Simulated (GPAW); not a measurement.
GaB:

```
CELL_PARAMETERS angstrom
2.71824 0.00000 0.00000
0.00000 2.71824 0.00000
0.00000 0.00000 3.23621
ATOMIC_POSITIONS crystal
Ga 0.50000 0.50000 0.50000
B 0.00000 0.00000 0.00000
```

The cell was built by a generator and needn't be a form met in nature.

| Item | Value |
| --- | --- |
| Program | GPAW 26.7.0 |
| Task | relaxation of cell and atoms |
| Functional | BLYP |
| Potentials or basis | PAW data sets generated in the run's folder for this functional |
| Cutoff | 800 eV |
| Basis | pw |
| k mesh | 10 × 10 × 8 |
| Occupations | fermi-dirac, width 0.05 eV |
| Spin | no spin polarisation |

At the start: pressure 8.9 GPa; volume 11.96 Å³/atom.

How do energy, volume and symmetry change on relaxing?

Over 17 steps the energy falls by 43.8 meV/atom and the volume is 13.16 Å³/atom (+10.1 %); space group P4/mmm (No. 123, to 0.05 Å).

Step by step:
| step | energy change (eV) | largest force (eV/Å) | pressure (GPa) | volume (Å³) |
| --- | --- | --- | --- | --- |
| 1 | 0.0000 | 0.0000 | 8.89 | 23.91 |
| 2 | -0.0177 | 0.0000 | 7.31 | 24.25 |
| 3 | -0.0647 | 0.0000 | 0.87 | 26.08 |
| 4 | -0.0664 | 0.0000 | -0.03 | 26.41 |
| 5 | -0.0668 | 0.0000 | -0.25 | 26.49 |
| 6 | -0.0676 | 0.0000 | -0.53 | 26.62 |
| 7 | -0.0707 | 0.0000 | -0.71 | 26.75 |
| 8 | -0.0404 | 0.0000 | -0.51 | 27.30 |
| 9 | -0.0449 | 0.0000 | -3.13 | 27.92 |
| 10 | -0.0607 | 0.0000 | -2.18 | 27.56 |
| 11 | -0.0618 | 0.0000 | -1.19 | 26.97 |
| 12 | -0.0695 | 0.0000 | -0.80 | 26.67 |
| 13 | -0.0015 | 0.0000 | 2.01 | 26.30 |
| 14 | -0.0774 | 0.0000 | -0.01 | 26.31 |
| 15 | -0.0866 | 0.0000 | -0.78 | 26.61 |
| 16 | -0.0802 | 0.0000 | 1.11 | 26.06 |
| 17 | -0.0877 | 0.0000 | 0.00 | 26.32 |

Final structure:
```
Ga B
1.0
     3.26745    0.00000    0.00000
     0.00000    3.26745    0.00000
     0.00000    0.00000    2.46569
Ga B
1 1
Cartesian
  1.6337 1.6337 1.2328
  0.0000 0.0000 0.0000
```

Caveat: later steps reuse the first step's grids.
